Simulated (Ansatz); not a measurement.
# Sb (bcc type): a single-point run

Aim: a sound single-point run of Sb (bcc type).

Program: Ansatz 0.2.0. Level of theory: DFT, LDA, all-electron LAPW, scalar-relativistic. These are calculated values, not measurements.

3 further runs of the same task are left out: 1 for a known fault of the program, 2 that didn't finish. Runs told in other sessions of the task aren't counted.

**1. The system as given**

It takes space group Im-3m (No. 229, cubic). Conventional cell: a = 6.813 Å, b = 6.813 Å, c = 6.813 Å, α = 90.00°, β = 90.00°, γ = 90.00°.

Structure file:

```
CELL_PARAMETERS angstrom
-3.40653 3.40653 3.40653
3.40653 -3.40653 3.40653
3.40653 3.40653 -3.40653
ATOMIC_POSITIONS crystal
Sb 0.00000 0.00000 0.00000
```

**2. Running it**

input.yaml reads:

```yaml
crystal:
  lattice:
    - [-3.40653301, 3.40653301, 3.40653301]
    - [3.40653301, -3.40653301, 3.40653301]
    - [3.40653301, 3.40653301, -3.40653301]
  atoms:
    - { symbol: Sb, position: [0.0, 0.0, 0.0] }
kpoints:
  mp_grid: { grid: [14, 14, 14] }
scf:
  occupations: { method: fermi_dirac, width: 0.08 }
  max_iter: 80
hamiltonian:
  xc: lda
  pseudopotentials: { kind: all_electron, lapw: { basis_error: 0.001 } }
output:
  forces: true
  stress: true
  eigenvalues: true
  populations: true
```

The run is started by

```bash
$ ansatz run input.yaml --threads 1 --pin off --max-ram 2048MiB --backend cpu --events-out ev --progress --plain --runs-dir out
```

Q: Will this input give a usable result? If not, why, and what should change?

This run ends as converged. That alone doesn't make the input a sound one.

A unit slip: numbers in bohr are taken as ångström. The shortest distance in the input is 5.90 Å.

Fix: convert the lengths to the unit that the input reads.
